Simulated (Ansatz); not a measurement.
# C2H4BrGaO2: small, medium and large basis sets

One table from this session's results is given with a row withheld; the runs are named, their logs left out.

The runs use Ansatz 0.2.0, Gaussian basis; one geometry, several basis sets.

Levels to be run: PBE0-D4/def2-SVP; ωB97M-V/def2-SVP; PBE0-D4/def2-QZVPP; ωB97M-V/def2-QZVPP; the functionals' def2-TZVPP values are taken from earlier runs.

## The relaxed structure

An earlier PBE0-D4 in a triple-zeta def2 set relaxation fixed the geometry.

SMILES `C[C](=O)[Ga]([OH])[Br]`, 10 atoms, charge 0, spin multiplicity 1.

Atoms are counted from 1 here; the program's logs count them from 0.

Bond lengths: C1–C2 1.499 Å, C1–H7 1.094 Å, C1–H8 1.091 Å, C1–H9 1.095 Å, C2–O3 1.199 Å, C2–Ga4 2.040 Å, Ga4–O5 1.782 Å, Ga4–Br6 2.288 Å, O5–H10 0.961 Å. Angles: C2–C1–H7 109.4°, C2–C1–H8 110.8°, C2–C1–H9 109.3°, H7–C1–H8 110.6°, H7–C1–H9 106.1°, H8–C1–H9 110.5°, C1–C2–O3 123.8°, C1–C2–Ga4 116.7°, O3–C2–Ga4 119.5°, C2–Ga4–O5 119.0°, C2–Ga4–Br6 123.7°, O5–Ga4–Br6 117.2°, Ga4–O5–H10 114.3°.

Coordinates:

```mol
C2H4BrGaO2
  3D, bonds by distance, orders not assigned

 10  9  0  0  0  0  0  0  0  0999 V2000
    0.2343   -1.5669    0.5094 C   0  0
   -0.7283   -0.4260    0.6430 C   0  0
   -1.7334   -0.4738    1.2945 O   0  0
   -0.2640    1.2874   -0.3618 Ga  0  0
    1.2028    1.3265   -1.3735 O   0  0
   -1.5296    3.1920   -0.2788 Br  0  0
    0.3562   -1.8175   -0.5490 H   0  0
   -0.1139   -2.4344    1.0720 H   0  0
    1.2211   -1.2513    0.8629 H   0  0
    1.3547    2.1640   -1.8185 H   0  0
  1  2  8  0
  2  3  8  0
  2  4  8  0
  4  5  8  0
  4  6  8  0
  1  7  8  0
  1  8  8  0
  1  9  8  0
  5 10  8  0
M  END
```

Set-up of the first run:

Contents of in.yaml:

```yaml
crystal:
  periodic: [false, false, false]
  atoms:
    - {symbol: C, position_ang: [0.234329, -1.566912, 0.509370]}
    - {symbol: C, position_ang: [-0.728307, -0.426004, 0.642966]}
    - {symbol: O, position_ang: [-1.733414, -0.473822, 1.294452]}
    - {symbol: Ga, position_ang: [-0.264031, 1.287406, -0.361813]}
    - {symbol: O, position_ang: [1.202844, 1.326461, -1.373539]}
    - {symbol: Br, position_ang: [-1.529623, 3.192016, -0.278756]}
    - {symbol: H, position_ang: [0.356191, -1.817488, -0.548969]}
    - {symbol: H, position_ang: [-0.113852, -2.434360, 1.071963]}
    - {symbol: H, position_ang: [1.221139, -1.251349, 0.862866]}
    - {symbol: H, position_ang: [1.354724, 2.164042, -1.818540]}
basis:
  gaussian: {orbitals: def2-SVP}
hamiltonian: {xc: pbe0, dispersion: d4}
output: {orbitals: {seedname: orbitals}}
```

Started as:

```sh
$ ansatz run in.yaml --threads 4 --pin off --events-out ev --progress --plain --max-ram 10444MiB
```

Steps of the session up to this table: PBE0-D4 in def2-SVP; ωB97M-V in def2-SVP; PBE0-D4 in def2-QZVPP; ωB97M-V in def2-QZVPP.

One of the session's tables, all rows but one given; the rest of the session is left out.

It belongs to the step «Density functionals: the series». 

| functional | basis | HOMO (eV) | LUMO (eV) |
| --- | --- | --- | --- |
| PBE0-D4 | def2-SVP | -7.00 | -1.92 |
| PBE0-D4 | def2-TZVPP | -7.14 | -2.10 |
| PBE0-D4 | def2-QZVPP | ? | ? |
| ωB97M-V | def2-SVP | -9.18 | 0.13 |
| ωB97M-V | def2-TZVPP | -9.34 | -0.09 |
| ωB97M-V | def2-QZVPP | -9.38 | -0.18 |

**Question.** Estimate the row for PBE0-D4, def2-QZVPP.

**Answer.** HOMO (eV): -7.17; LUMO (eV): -2.14. In the column «HOMO (eV)» it lies between ωB97M-V, def2-SVP (-9.18) and PBE0-D4, def2-TZVPP (-7.14).
